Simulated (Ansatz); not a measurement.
# BiPt3, space group Pm-3m: a breakdown of dispersion, smearing and cutoff terms

With Ansatz's Python interface.

Typed at the interpreter:
```pycon
>>> import ansatz as az
>>> cell = (
...     az.Lattice.cubic(4.186495)
...     .space_group(221)
...     .atom('Bi', [0.0, 0.0, 0.0])
...     .atom('Pt', [0.0, 0.5, 0.5])
... )
>>> cell.resolved().sites[-1]
Site(symbol='Pt', position=(0.5, 0.5, 0.0), moment=None, axis=None, held=None, saved=None)
>>> model = (
...     cell.calculation()
...     .occupations('Fermi-Dirac', width=0.05)
...     .kpoints(6)
... )
>>> with_term = model.functional('pbesol', dispersion='d3bj').basis(380).cutoff_correction(630).run().report
DeckWarning: basis.ecutwfc = 380 eV is below the records' recommended 420 eV, and the density's cutoff is lower with it unless basis.ecutrho_ratio is high enough to keep the records' density cutoff: compare with a run at a higher cutoff
>>> without = model.functional('pbesol').basis(380).run().report
>>> finer = model.functional('pbesol').basis(630).run().report
>>> removed = az.free_energy_without(with_term, az.EnergyTerm.DISPERSION)
>>> print(f'dispersion term            {with_term["components"]["e_disp"]:.5f} eV')
dispersion term            -2.72359 eV
>>> print(f'F less dispersion          {removed:.5f} eV, run without it {without["free_energy_ev"]:.5f} eV')
F less dispersion          -49393.21606 eV, run without it -49393.21606 eV
>>> print(f'F less smearing term       {az.free_energy_without(without, az.EnergyTerm.SMEARING):.5f} eV')
F less smearing term       -49393.17821 eV
>>> print(f'estimated gain to 630 eV   {with_term["cutoff_correction"]["energy_ev"]:.5f} eV, found {finer["free_energy_ev"] - without["free_energy_ev"]:.5f} eV')
estimated gain to 630 eV   -0.01027 eV, found -0.01033 eV
```

Reading the output:
- Total energies depend on the potentials; only differences at equal settings carry meaning. A total without «per atom» is that of the whole cell that was run.
- The cutoff lies under the one recommended for these potentials in some of the runs.
- Dispersion corrections can be off by several per cent in the lattices of metals, and by several GPa in the pressure at a fixed cell.
- For a metal this k-point mesh is coarse: on a finer one energies can move by several to tens of meV an atom and pressures by half a GPa or more, differences at one mesh by less.
- Spin-orbit coupling, which matters for elements this heavy, is left out.
- The structure comes from a database of computed cells and needn't be a stable or known phase.
- Warnings are shown shortened and without file and line.
- It ran for 9.4 s on 1 thread of Arm Neoverse V2 (shared host), peak memory 0.46 GiB.
